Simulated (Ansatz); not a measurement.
Run this with Ansatz 0.2.0 through its Python package and show what comes out.

Input file `brh3o2sn.xyz`:
```text
7

O    -0.05840    1.53740   -0.71090
Sn   -0.04800   -0.07430    0.36510
O     1.60730   -1.04300   -0.02250
Br   -1.93320   -1.52550   -0.22590
H    -0.99700    1.96130   -0.55230
H    -0.11370    0.36140    2.06350
H     1.60420   -1.28530   -0.96260
```

The script, `brh3o2sn.py`:
```python
import ansatz as az
import numpy as np

BASIS_SET = "def2-SVP"
FUNCTIONAL = "R2SCAN0"

molecule = az.Crystal.molecule_from_extxyz("brh3o2sn.xyz")

symbols = [site.symbol for site in molecule.cartesian_sites]
start = np.array([site.position_ang for site in molecule.cartesian_sites])
axis = (start[2] - start[1]) / np.linalg.norm(start[2] - start[1])
moving = [2, 6]
lengths, energies = [1.66, 1.8, 1.96, 2.15, 2.45, 2.94, 3.52, 4.3], []
for length in lengths:
    xyz = start.copy()
    xyz[moving] += (length - np.linalg.norm(start[2] - start[1])) * axis
    point = az.Crystal.molecule()
    for symbol, xyz in zip(symbols, xyz):
        point = point.atom(symbol, xyz.tolist())
    calc = point.calculation()
    calc = calc.basis(gaussian=BASIS_SET)
    calc = calc.functional(FUNCTIONAL)
    calc = calc.scf(lower_state_search="light").spin("collinear")
    r = calc.run(threads=1).report
    energies.append(r["free_energy_ev"])
    print(f"r = {length:6.3f} A  E = {energies[-1]:.5f} eV  <S^2> = {abs(r['mean_field']['state']['spin_squared']):.3f}")

print("energy above the lowest point (eV):", [round(e - min(energies), 3) for e in energies])
```

`python brh3o2sn.py` gives:
```text
r =  1.660 A  E = -80006.91496 eV  <S^2> = 0.000
r =  1.800 A  E = -80008.33407 eV  <S^2> = 0.000
r =  1.960 A  E = -80008.73666 eV  <S^2> = 0.000
r =  2.150 A  E = -80008.40809 eV  <S^2> = 0.000
r =  2.450 A  E = -80007.30183 eV  <S^2> = 0.000
r =  2.940 A  E = -80005.84545 eV  <S^2> = 0.580
r =  3.520 A  E = -80005.30750 eV  <S^2> = 0.910
r =  4.300 A  E = -80005.14243 eV  <S^2> = 1.008
energy above the lowest point (eV): [1.822, 0.403, 0.0, 0.329, 1.435, 2.891, 3.429, 3.594]
```

Reading the output:
- These settings explore the input space; basis and method may be short of convergence.
- The rest of the molecule is held rigid at a force-field or estimated start geometry, and the basis set is modest; single-reference methods fail as a bond breaks.
- def2 sets replace the cores of elements past krypton by effective core potentials.
- The expectation value of S² is noticeably off S(S+1) in at least one run, so that state is spin-contaminated.
- Hardware and time: 5.2 min on 1 thread of Arm Neoverse V1, on a shared host, peak memory 0.52 GiB.

(Lines on the test bed's own set-up are left out of the output.)
